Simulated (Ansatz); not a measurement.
# Ge16N: the cost of one run

Program: Ansatz 0.2.0. Level of theory: DFT PBE+D3(BJ), plane waves, PAW, scalar-relativistic, no spin polarisation. These are calculated values, not measurements.

### 1 The structure to begin with

The cell holds 17 atoms (Ge16N): a = 8.004 Å, b = 8.004 Å, c = 8.004 Å, α = 60.00°, β = 60.00°, γ = 60.00°.

Structure file:

```
CELL_PARAMETERS angstrom
0.00000 5.66000 5.66000
5.66000 0.00000 5.66000
5.66000 5.66000 0.00000
ATOMIC_POSITIONS crystal
Ge 0.00000 0.00000 0.00000
Ge 0.12500 0.12500 0.12500
Ge 0.00000 0.00000 0.50000
Ge 0.12500 0.12500 0.62500
Ge 0.00000 0.50000 0.00000
Ge 0.12500 0.62500 0.12500
Ge 0.00000 0.50000 0.50000
Ge 0.12500 0.62500 0.62500
Ge 0.50000 0.00000 0.00000
Ge 0.62500 0.12500 0.12500
Ge 0.50000 0.00000 0.50000
Ge 0.62500 0.12500 0.62500
Ge 0.50000 0.50000 0.00000
Ge 0.62500 0.62500 0.12500
Ge 0.50000 0.50000 0.50000
Ge 0.62500 0.62500 0.62500
N 0.31101 0.30907 0.31736
```

### 2 Relaxing the start

input.yaml reads:

```yaml
accuracy: low
crystal:
  lattice:
    - [0.0, 5.66, 5.66]
    - [5.66, 0.0, 5.66]
    - [5.66, 5.66, 0.0]
  atoms:
    - { symbol: Ge, position: [0.0, 0.0, 0.0] }
    - { symbol: Ge, position: [0.125, 0.125, 0.125] }
    - { symbol: Ge, position: [0.0, 0.0, 0.5] }
    - { symbol: Ge, position: [0.125, 0.125, 0.625] }
    - { symbol: Ge, position: [0.0, 0.5, 0.0] }
    - { symbol: Ge, position: [0.125, 0.625, 0.125] }
    - { symbol: Ge, position: [0.0, 0.5, 0.5] }
    - { symbol: Ge, position: [0.125, 0.625, 0.625] }
    - { symbol: Ge, position: [0.5, 0.0, 0.0] }
    - { symbol: Ge, position: [0.625, 0.125, 0.125] }
    - { symbol: Ge, position: [0.5, 0.0, 0.5] }
    - { symbol: Ge, position: [0.625, 0.125, 0.625] }
    - { symbol: Ge, position: [0.5, 0.5, 0.0] }
    - { symbol: Ge, position: [0.625, 0.625, 0.125] }
    - { symbol: Ge, position: [0.5, 0.5, 0.5] }
    - { symbol: Ge, position: [0.625, 0.625, 0.625] }
    - { symbol: "N", position: [0.3110119, 0.3090686, 0.3173578] }
basis:
  ecutwfc: 420.0
kpoints:
  mp_grid: { grid: [2, 2, 2] }
hamiltonian:
  xc: pbe
  dispersion: d3bj
  pseudopotentials: { kind: paw, azcp: { folder: soft_1 } }
scf:
  occupations: { method: fermi_dirac, width: 0.15 }
  lower_state_search: "off"
relax:
  f_tol: 0.08
  max_steps: 25
  adjacent_minimum: "off"
```

Started as:

```bash
$ ansatz run input.yaml --threads 2 --pin off --max-ram 5120MiB --backend cpu --events-out ev --progress --plain --runs-dir out
```

**Question.** How long does this run take on 2 threads of Arm Neoverse V1, shared host, and how much memory does it need?

About 2.5 min, with a peak of 1 GiB.
